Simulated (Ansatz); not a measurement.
**CH8S2Si2: one species, many methods**

One table from this session's results is given with a row withheld; the runs are named, their logs left out.

Method: functionals in def2-TZVPP, the program's frozen cores in correlated methods; program: Ansatz 0.2.0, Gaussian basis.

The runs, in order: LDA (SPW92), PBE-D4, revPBE-D4, BLYP-D4, r2SCAN-D4, B97M-V, PBE0-D4, B3LYP-D4, r2SCANh-D4, r2SCAN0-D4, HSE06-D4, BHLYP-D4, CAM-B3LYP-D4, LC-ωPBE, ωB97X-V, ωB97M-V, B2PLYP, PBE-QIDH; CCSD(T)/def2-SVP; CCSD(T)/def2-TZVPP; MP2/def2-QZVPP; extrapolation to the limit; RPA on PBE.

### Structure used throughout

All runs share one geometry, relaxed beforehand with PBE0-D4 in a triple-zeta def2 set.

13 atoms, charge 0, spin multiplicity 1.

Atoms are counted from 1 here; the program's logs count them from 0.

Bond lengths: Si1–Si2 2.347 Å, Si1–H6 1.486 Å, Si1–H7 1.492 Å, Si1–H8 1.485 Å, Si2–S3 2.146 Å, Si2–H9 1.488 Å, Si2–H10 1.491 Å, S3–C4 1.811 Å, C4–S5 1.805 Å, C4–H11 1.091 Å, C4–H12 1.090 Å, S5–H13 1.343 Å. Angles: Si2–Si1–H6 110.2°, Si2–Si1–H7 109.0°, Si2–Si1–H8 111.6°, H6–Si1–H7 107.9°, H6–Si1–H8 109.8°, H7–Si1–H8 108.2°, Si1–Si2–S3 115.3°, Si1–Si2–H9 110.1°, Si1–Si2–H10 110.7°, S3–Si2–H9 102.6°, S3–Si2–H10 108.7°, H9–Si2–H10 109.1°, Si2–S3–C4 100.2°, S3–C4–S5 116.5°, S3–C4–H11 110.1°, S3–C4–H12 106.3°, S5–C4–H11 105.1°, S5–C4–H12 110.4° and more.

The first run:

The input, in.yaml:

```yaml
crystal:
  periodic: [false, false, false]
  atoms:
    - {symbol: Si, position_ang: [-2.025721, -0.552043, -0.119382]}
    - {symbol: Si, position_ang: [0.135718, -1.444072, 0.082791]}
    - {symbol: S, position_ang: [1.670846, -0.369466, -0.962175]}
    - {symbol: C, position_ang: [1.849533, 1.069761, 0.122491]}
    - {symbol: S, position_ang: [0.343084, 1.993399, 0.488704]}
    - {symbol: H, position_ang: [-2.099740, 0.353580, -1.295740]}
    - {symbol: H, position_ang: [-2.993541, -1.666900, -0.335985]}
    - {symbol: H, position_ang: [-2.430580, 0.181302, 1.106769]}
    - {symbol: H, position_ang: [0.194566, -2.789510, -0.549314]}
    - {symbol: H, position_ang: [0.526174, -1.562429, 1.516642]}
    - {symbol: H, position_ang: [2.237554, 0.760651, 1.094193]}
    - {symbol: H, position_ang: [2.588060, 1.717696, -0.348436]}
    - {symbol: H, position_ang: [0.024446, 2.273332, -0.785560]}
basis:
  gaussian: {orbitals: def2-TZVPP}
hamiltonian: {xc: lda}
output: {orbitals: {seedname: orbitals}}
```

The run is started by

```sh
ansatz run in.yaml --threads 4 --pin off --events-out ev --progress --plain --max-ram 10444MiB
```

Among the steps run: LDA; PBE-D4 (GGA); revPBE-D4 (GGA); BLYP-D4 (GGA); r2SCAN-D4 (meta-GGA); B97M-V (meta-GGA); B3LYP-D4 (hybrid); r2SCANh-D4 (hybrid); r2SCAN0-D4 (hybrid); HSE06-D4 (hybrid); BHLYP-D4 (hybrid); CAM-B3LYP-D4 (range-separated); LC-ωPBE (range-separated); ωB97X-V (range-separated); ωB97M-V (range-separated); B2PLYP (double hybrid); PBE-QIDH (double hybrid).

One of the session's tables, all rows but one given; the rest of the session is left out.

It belongs to the step «Frontier levels by functional». 

```
  functional  HOMO (eV)  gap (eV)
 LDA (SPW92)      -5.89      4.20
      PBE-D4      -5.79      4.28
   revPBE-D4      -5.74      4.32
     BLYP-D4      -5.62      4.28
   r2SCAN-D4      -6.03      4.75
      B97M-V      -6.18      4.80
     PBE0-D4      -6.94      6.32
    B3LYP-D4      -6.71      5.91
  r2SCANh-D4      -6.46      5.49
  r2SCAN0-D4      -7.10      6.61
    HSE06-D4      -6.54      5.55
    BHLYP-D4      -7.96      8.32
CAM-B3LYP-D4          ?         ?
     LC-ωPBE      -9.56     11.13
     ωB97X-V      -9.22     10.68
     ωB97M-V      -9.05     10.25
```

Estimate the missing values for CAM-B3LYP-D4.

**Answer.** HOMO (eV): -8.21; gap (eV): 8.69. In the column «HOMO (eV)» it lies between ωB97M-V (-9.05) and BHLYP-D4 (-7.96).
